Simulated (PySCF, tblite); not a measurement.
**C₅H₁₀FO radical: geometry, infrared bands and EPR parameters**

Wanted: the infrared bands and EPR parameters of C₅H₁₀FO radical (`C[C@H](O)[CH]CCF`), by calculation.

The runs use tblite 0.8.0 and PySCF 2.14.0, with density-fitted response routines of our own; the level of theory stands in each step. All values are computed, except where a source is named. Atoms are numbered from 0 throughout.

## 1. Starting geometry

17 atoms, charge 0, multiplicity 2; geometry from: force field or distance geometry start.

Bonds of the start (Å): C0–C1 1.53, C1–O2 1.41, C1–C3 1.49, C3–C4 1.51, C4–C5 1.53, C5–F6 1.36, C0–H7 1.09, C0–H8 1.10, C0–H9 1.09, C1–H10 1.11, O2–H11 0.99, C3–H12 1.07, C4–H13 1.09, C4–H14 1.09, C5–H15 1.08, C5–H16 1.09.

## 2. Relaxing the molecule with GFN2-xTB

Job settings and geometry (Å):

```
{"job": {"kind": "relax", "xc": "GFN2-xTB", "basis": "xTB"}, "charge": 0, "multiplicity": 2}
C      2.386500     0.649300    -0.499100
C      1.080500    -0.117800    -0.299900
O      0.954000    -1.056200    -1.347800
C     -0.106700     0.782500    -0.319900
C     -1.372300     0.366100     0.389200
C     -2.181200    -0.652700    -0.414400
F     -1.465600    -1.810400    -0.498300
H      3.239700    -0.027600    -0.499200
H      2.537300     1.391400     0.292400
H      2.380500     1.164000    -1.462700
H      1.141800    -0.675200     0.652900
H      0.168000    -1.613200    -1.132000
H     -0.155900     1.564100    -1.047000
H     -1.976800     1.262200     0.542900
H     -1.128000    -0.034400     1.369100
H     -2.387900    -0.307400    -1.417200
H     -3.121000    -0.872500     0.092800
```

Launch:

```console
$ OMP_NUM_THREADS=1 python probes_run.py task.json out
```

The driver reads the jobs from task.json and runs them one after another.

**Question.** This job is followed by: GFN2-xTB harmonic vibrations, gas phase; UKS B3LYP, pcH-1 on C F H O, non-relativistic, mean-field spin-orbit, GIAO. What will the session give for the following? strongest single infrared mode (GFN2-xTB); zero-point energy (GFN2-xTB); g(iso) (B3LYP); ⟨S²⟩; largest a(iso) (averaged by class); surface potential, 1st and 99th percentile.

The runs gave:

| quantity | value |
| --- | --- |
| strongest single infrared mode (GFN2-xTB) | 403 cm⁻¹, 153 km/mol |
| zero-point energy (GFN2-xTB) | 87.9 kcal/mol |
| g(iso) (B3LYP) | 2.00240 |
| ⟨S²⟩ | 0.754 (exact 0.75) |
| largest a(iso) (averaged by class) | 13C on C3, 99.8 MHz |
| surface potential, 1st and 99th percentile | -1.72 V and 1.12 V |

Relaxing lowered the energy by 0.166 eV in 70 steps; the close pair that moved most is C3–C4, from 1.509 to 1.479 Å. All 45 modes are real, so the xTB geometry is a minimum. The strongest single mode, at 403 cm⁻¹, moves mainly H11. Unscaled tight-binding wavenumbers are off by several per cent, some by more. Its intensities can rank the bands wrongly. Most of the unpaired spin sits on C3 (1.01 e). The isotropic g lies 0.1 ppt above the free-electron value.
